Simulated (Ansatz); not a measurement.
# AlSn (P-6m2) in Ansatz: a series of runs

One crystal, AlSn, is run at these levels: r2SCAN; tasks: single point, equation of state.

Everything below comes from runs of Ansatz 0.2.0. Logs are shortened: lines on timing, memory, paths and dates and some standing lists are left out, and cuts for length are marked.

## 1. The crystal as given

It takes space group P-6m2 (No. 187, hexagonal). Conventional cell: a = 4.198 Å, b = 4.198 Å, c = 3.307 Å, α = 90.00°, β = 90.00°, γ = 120.00°. Sn (site symmetry -6m2) is surrounded by 6 Al at 2.93 Å and 2 Sn at 3.31 Å. Al (site symmetry -6m2) has 6 Sn at 2.93 Å and 2 Al at 3.31 Å as nearest neighbours.

The cell comes from a database or a generator and needn't be the stable form of this composition.

## 2. Single point, r2SCAN, 23.72 Å³/atom (volume scaled by 0.94)

Contents of input.yaml:

```yaml
crystal:
  lattice:
    - [4.1124059441, 0.0, 0.0]
    - [-2.056202972, 3.5614480182, 0.0]
    - [0.0, 0.0, 3.2393413848]
  atoms:
    - { symbol: Sn, position: [0.3333333333, 0.6666666667, 0.5] }
    - { symbol: Al, position: [0.0, 0.0, 0.0] }
hamiltonian:
  xc: r2scan
  pseudopotentials: { kind: paw }
kpoints:
  mp_grid: { grid: [7, 7, 8] }
scf:
  occupations: { method: fermi_dirac, width: 0.05 }
output:
  forces: true
  stress: true
  eigenvalues: true
```

Potentials or basis: Ansatz PAW.

Started as:

```
> ansatz run input.yaml --threads 2 --pin off --max-ram 5632MiB --backend cpu --events-out ev --progress --plain --runs-dir out
```

Standard output:

```text
Warning: RAYON_NUM_THREADS=2 ignored (pool sized by the plan → 2); use --threads N
Engine: ansatz 0.2.0, aarch64-unknown-linux-gnu
Pseudopotentials: kind: paw
Pseudopotential: Sn, paw, valence charge 14, recommended cutoff 500 eV (meta_gga), Sn.paw.azcp
Pseudopotential: Al, paw, valence charge 3, recommended cutoff 500 eV (meta_gga), Al.paw.azcp
Functional definition: r2SCAN
  parameter k0 = 0.174
  parameter k1 = 0.065
  parameter a1 = 4.9479
  exchange = r2scan_x(k0 = k0, k1 = k1, a1 = a1)
  correlation = r2scan_c
Crystal: 2 atoms, lattice volume = 47.444 Å³
Basis set: ecut = 500 eV, 1217 PW (Γ), exchange–correlation on 120×120×96 points (64 copies of the dense FFT grid, shifted against one another)
Bands: 13, of which v1, the nominal top of the filled ones, is band 9 counted from 1 (8 counted from 0)
Symmetry: 12 space group operations
Space group: P-6m2 (ITA 187), of the structure as read, at distance tolerance 3.6e-5 Å
k-points: 40 of 392 (time reversal used)
Non-local potential: Sn, projectors of the file, l = 0: 2, l = 1: 2, l = 2: 2, l = 3: 2
Non-local potential: Al, projectors of the file, l = 0: 2, l = 1: 2, l = 2: 1
PAW form: soft (Blöchl's): semilocal exchange-correlation on the pseudo side does not see the compensation charge
PAW frozen core: Sn, regenerated for the run's functional (the file was generated under x = pbe(κ = 0.804, μ = 0.2195149727645171), c = pbe(β = 0.06672455060314922))
PAW frozen core: Al, regenerated for the run's functional (the file was generated under x = pbe(κ = 0.804, μ = 0.2195149727645171), c = pbe(β = 0.06672455060314922))
PAW one-centre angular grid: Sn, 590 points (default); XC on 249 of its mesh's 2787 points in the sphere
PAW one-centre angular grid: Al, 302 points (default); XC on 160 Gauss nodes
Initial density: superposition of atomic densities (neutral atoms: chi_scale 0, normalization atom), corrected by the library's trained network
Initial wavefunctions: pseudopotential atomic-orbital guess
Functional: x = r2scan, c = r2scan; τ floored in thin density (d = 2e-4 eV/Å³)
SCF iter   1: F=—  HF=-6578.507161 eV  |F-HF|=—  |Δ(HF+E_count)|=         —  Δρ=4.90e-3  dr2=1.23e-2  dr2_τ=4.21e-3  ethr=1.77e-3  ⟨swp⟩=5.8  Hψ=3269  notcnv=0
preconditioner: auto → none  [metal: Δε(μ)=0.110 eV  Ē_g=9.191 eV  σ=0.050 eV  W_gap=0.47  n_scr=8 (ndim 8)  ℏωp=14.3 eV  f_vac=0.000  D(μ)=0.67/eV (n_scr^D=0)  sad-step TF]
SCF iter   2: F=—  HF=-6578.518998 eV  |F-HF|=—  |Δ(HF+E_count)|=   1.18e-2  Δρ=2.65e-3  dr2=4.60e-3  dr2_τ=2.28e-5  ethr=7.26e-5  ⟨swp⟩=2.9  Hψ=1333  notcnv=0  defer=12
SCF iter   3: F=—  HF=-6578.518379 eV  |F-HF|=—  |Δ(HF+E_count)|=   6.20e-4  Δρ=7.92e-4  dr2=1.74e-4  dr2_τ=1.06e-5  ethr=2.71e-5  ⟨swp⟩=2.0  Hψ=779  notcnv=0  defer=12
SCF iter   4: F=—  HF=-6578.518328 eV  |F-HF|=—  |Δ(HF+E_count)|=   5.04e-5  Δρ=1.17e-4  dr2=5.69e-6  dr2_τ=5.88e-8  ethr=1.03e-6  ⟨swp⟩=2.0  Hψ=834  notcnv=0  defer=12
SCF iter   5: F=—  HF=-6578.518334 eV  |F-HF|=—  |Δ(HF+E_count)|=   5.84e-6  Δρ=2.46e-5  dr2=4.65e-7  dr2_τ=6.00e-9  ethr=3.35e-8  ⟨swp⟩=2.5  Hψ=829  notcnv=0  defer=12
SCF iter   6: F=-6578.518334 eV  HF=-6578.518334 eV  |F-HF|=3.52e-9  |Δ(HF+E_count)|=   2.14e-7  Δρ=6.77e-6  dr2=2.62e-8  dr2_τ=3.81e-10  ethr=5.88e-10  ⟨swp⟩=7.0  Hψ=2483  notcnv=0
SCF 1 converged in 6 iterations: F = -6578.518334 eV  dr2 = 2.62e-8
SCF converged after 6 iterations
Free energy (F): -6578.518334 eV
Harris-Foulkes:  -6578.518334 eV  (|F-HF|=3.52e-9)
Internal energy: -6578.511953 eV  (E = F + TS)
E sigma→0 (E₀):  -6578.515144 eV
Entropy (-TS):   -0.006381 eV (-3.191 meV/atom)
Fermi energy:    8.624081 eV
--- Per-component energies (eV) ---
  E_band       = -106.518568
  E_kinetic    = 209.076298
  E_local      = -1103.625031  (includes V_loc(G=0)·N_el)
  E_nonlocal   = -22.543076
  E_hartree    = 652.899287
  E_xc         = -410.863358
  E_vxc        = -135.100932  (∫ρ·V_xc dr)
  E_paw        = -4632.830009  (= ΣΔE_a)
  E_vpaw       = -368.078122  (= ΣTr[D̂ρ^β])
  E_aug_tail   = -0.000001  (compensation charges beyond the density's cutoff)
  E_vtau       = 7.951215  (kinetic-family band-sum trace: ∫τ·v_τ [+ j·A + Jᵃ·Aᵃ] dr)
  E_ewald      = -1271.301274
  E_core_change = 0.675212  (= ΣΔE_core)
  E_smearing   = -0.006381  (= −TS)
  E_closure    = -0.000000  (closes the sum)
  Σ components = -6578.518334   (vs F -6578.518334, Δ=0.00e0)
--- Forces (eV/Å), atoms counted from 1 ---
  atom   1  Sn    -0.00000000    -0.00000000     0.00000000
  atom   2  Al     0.00000000     0.00000000     0.00000000
  max |Σ_I F_I| component: 3.70e-17 eV/Å
--- Stress (GPa, compression-positive) ---
        2.642473       0.000000       0.000000
        0.000000       2.642473       0.000000
        0.000000       0.000000       2.363945
  P = ⅓ Tr σ = 2.5496 GPa (25.496 kbar)
--- Band table (eV; the first three rows and the last of 40) ---
  k-point 0: bands = ["-13.5521", "-13.4091", "-13.4091", "-13.3871", "-13.3871", "-2.8462", "8.2686", "8.2686", "10.0153", "11.5319", "11.9361", "11.9361", "14.2967"]
  k-point 1: bands = ["-13.5189", "-13.4076", "-13.4076", "-13.3999", "-13.3999", "-2.6031", "8.5276", "8.5276", "9.1326", "10.2690", "12.1322", "12.1322", "15.4408"]
  k-point 2: bands = ["-13.4387", "-13.4313", "-13.4313", "-13.4032", "-13.4032", "-1.8721", "6.1358", "9.2845", "9.2845", "10.8766", "12.6834", "12.6834", "15.9097"]
  k-point 39: bands = ["-13.4912", "-13.4847", "-13.3906", "-13.3789", "-13.3060", "2.9030", "4.1968", "5.2226", "6.3341", "7.7892", "8.9560", "16.5227", "17.0135"]
```

Run time: 3.1 s. Hardware: 2 threads of Arm Neoverse V2, shared host; peak memory 0.41 GiB.

What came out:

| Property | Result |
| --- | --- |
| Free energy | -6578.5183 eV |
| Pressure | 2.5 GPa |
| Band gap on the k mesh | none (metal or under the smearing width) |

Caveat: the PAW data sets come from PBE, with cores solved anew for the run's functional, which leaves a small shift of forces and pressure.

## 3. Single point, r2SCAN, 24.23 Å³/atom (volume scaled by 0.96)

input.yaml: that of step 2 with these lines changed.

```diff
@@ -2,5 +2,5 @@
   lattice:
-    - [4.1124059441, 0.0, 0.0]
-    - [-2.056202972, 3.5614480182, 0.0]
-    - [0.0, 0.0, 3.2393413848]
+    - [4.1413675035, 0.0, 0.0]
+    - [-2.0706837517, 3.5865294644, 0.0]
+    - [0.0, 0.0, 3.2621543997]
   atoms:
```

Potentials or basis: Ansatz PAW.

Started as:

```
> ansatz run input.yaml --threads 2 --pin off --max-ram 5632MiB --backend cpu --events-out ev --progress --plain --runs-dir out
```

Wall time 3.3 s (2 threads of Arm Neoverse V2, shared host); peak memory 0.42 GiB.

The run converged. Its results:

| Quantity | Value |
| --- | --- |
| Free energy | -6578.5301 eV |
| Pressure | 1.2 GPa |
| Band gap on the k mesh | none (metal or under the smearing width) |

Caveat: the PAW data sets come from PBE, with cores solved anew for the run's functional, which leaves a small shift of forces and pressure.

## 4. Single point, r2SCAN, 24.73 Å³/atom (volume scaled by 0.98)

input.yaml: that of step 3 with these lines changed.

```diff
@@ -2,5 +2,5 @@
   lattice:
-    - [4.1413675035, 0.0, 0.0]
-    - [-2.0706837517, 3.5865294644, 0.0]
-    - [0.0, 0.0, 3.2621543997]
+    - [4.1699295613, 0.0, 0.0]
+    - [-2.0849647806, 3.611264932, 0.0]
+    - [0.0, 0.0, 3.2846527272]
   atoms:
```

Started as:

```
> ansatz run input.yaml --threads 2 --pin off --max-ram 5632MiB --backend cpu --events-out ev --progress --plain --runs-dir out
```

Run time: 3.2 s. Hardware: 2 threads of Arm Neoverse V2, shared host; peak memory 0.42 GiB.

The run converged. Its results:

```yaml
Free_energy: -6578.5338 eV
Pressure: 0.0 GPa
Band_gap_on_the_k_mesh: none (metal or under the smearing width)
```

Caveat: the PAW data sets come from PBE, with cores solved anew for the run's functional, which leaves a small shift of forces and pressure.

## 5. Single point, r2SCAN, 25.24 Å³/atom

input.yaml: that of step 4 with these lines changed.

```diff
@@ -2,5 +2,5 @@
   lattice:
-    - [4.1699295613, 0.0, 0.0]
-    - [-2.0849647806, 3.611264932, 0.0]
-    - [0.0, 0.0, 3.2846527272]
+    - [4.1981056157, 0.0, 0.0]
+    - [-2.0990528078, 3.6356661109, 0.0]
+    - [0.0, 0.0, 3.306847]
   atoms:
@@ -19 +19,5 @@
   eigenvalues: true
+  write_density: true
+  write_potential: true
+  elf: true
+  volumetric_format: npy
```

Started as:

```
> ansatz run input.yaml --threads 2 --pin off --max-ram 5632MiB --backend cpu --events-out ev --progress --plain --runs-dir out
```

Run time: 4.2 s. Hardware: 2 threads of Arm Neoverse V2, shared host; peak memory 0.44 GiB.

It converged, with:

```yaml
Free_energy: -6578.5304 eV
Pressure: -1.1 GPa
Band_gap_on_the_k_mesh: none (metal or under the smearing width)
```

Caveat: the PAW data sets come from PBE, with cores solved anew for the run's functional, which leaves a small shift of forces and pressure.

## 6. Single point, r2SCAN, 25.74 Å³/atom (volume scaled by 1.02)

input.yaml: that of step 5 with these lines changed.

```diff
@@ -2,5 +2,5 @@
   lattice:
-    - [4.1981056157, 0.0, 0.0]
-    - [-2.0990528078, 3.6356661109, 0.0]
-    - [0.0, 0.0, 3.306847]
+    - [4.2259084499, 0.0, 0.0]
+    - [-2.1129542249, 3.6597440716, 0.0]
+    - [0.0, 0.0, 3.3287472872]
   atoms:
```

Potentials or basis: Ansatz PAW.

Started as:

```
> ansatz run input.yaml --threads 2 --pin off --max-ram 5632MiB --backend cpu --events-out ev --progress --plain --runs-dir out
```

Wall time 4.3 s (2 threads of Arm Neoverse V2, shared host); peak memory 0.44 GiB.

Results (log left out):

```yaml
Free_energy: -6578.5204 eV
Pressure: -2.1 GPa
Band_gap_on_the_k_mesh: none (metal or under the smearing width)
```

Caveat: the PAW data sets come from PBE, with cores solved anew for the run's functional, which leaves a small shift of forces and pressure.

## 7. Single point, r2SCAN, 26.25 Å³/atom (volume scaled by 1.04)

Contents of input.yaml:

```yaml
crystal:
  lattice:
    - [4.2533501828, 0.0, 0.0]
    - [-2.1266750913, 3.6835093094, 0.0]
    - [0.0, 0.0, 3.350363135]
  atoms:
    - { symbol: Sn, position: [0.3333333333, 0.6666666667, 0.5] }
    - { symbol: Al, position: [0.0, 0.0, 0.0] }
hamiltonian:
  xc: r2scan
  pseudopotentials: { kind: paw }
kpoints:
  mp_grid: { grid: [7, 7, 8] }
scf:
  occupations: { method: fermi_dirac, width: 0.05 }
output:
  forces: true
  stress: true
  eigenvalues: true
```

Started as:

```
> ansatz run input.yaml --threads 2 --pin off --max-ram 5632MiB --backend cpu --events-out ev --progress --plain --runs-dir out
```

It took 3.4 s on 2 threads of Arm Neoverse V2, shared host; peak memory 0.43 GiB.

It converged, with:

```yaml
Free_energy: -6578.5047 eV
Pressure: -2.9 GPa
Band_gap_on_the_k_mesh: none (metal or under the smearing width)
```

Caveat: the PAW data sets come from PBE, with cores solved anew for the run's functional, which leaves a small shift of forces and pressure.

## 8. Single point, r2SCAN, 26.75 Å³/atom (volume scaled by 1.06)

input.yaml: that of step 7 with these lines changed.

```diff
@@ -2,5 +2,5 @@
   lattice:
-    - [4.2533501828, 0.0, 0.0]
-    - [-2.1266750913, 3.6835093094, 0.0]
-    - [0.0, 0.0, 3.350363135]
+    - [4.2804423157, 0.0, 0.0]
+    - [-2.1402211578, 3.7069717847, 0.0]
+    - [0.0, 0.0, 3.371703603]
   atoms:
@@ -19 +19,5 @@
   eigenvalues: true
+  write_density: true
+  write_potential: true
+  elf: true
+  volumetric_format: npy
```

Started as:

```
> ansatz run input.yaml --threads 2 --pin off --max-ram 5632MiB --backend cpu --events-out ev --progress --plain --runs-dir out
```

Wall time 5.1 s (2 threads of Arm Neoverse V2, shared host); peak memory 0.44 GiB.

It converged, with:

* Free energy: -6578.4839 eV
* Pressure: -3.7 GPa
* Band gap on the k mesh: none (metal or under the smearing width)

Caveat: the PAW data sets come from PBE, with cores solved anew for the run's functional, which leaves a small shift of forces and pressure.

## 9. Equation of state, r2SCAN

Potentials or basis: Ansatz PAW.

No new run: the results of the series are fitted here.

What came out:

```yaml
Equilibrium_volume: 24.73 Å³/atom
Bulk_modulus_at_fixed_shape_and_positions: 56 GPa
Pressure_derivative_of_the_bulk_modulus: 4.4
```

Energy against volume, from the lowest point:
| volume (Å³/atom) | energy (meV/atom) |
| --- | --- |
| 23.722 | 7.75 |
| 24.227 | 1.87 |
| 24.731 | 0.00 |
| 25.236 | 1.73 |
| 25.741 | 6.70 |
| 26.245 | 14.55 |
| 26.750 | 24.98 |

Caveat: the cell was scaled at fixed shape and fractional positions, which overstates the stiffness of a crystal with free parameters, most of all of layers and chains; the PAW data sets were made with another functional, which shifts forces and pressure a little.
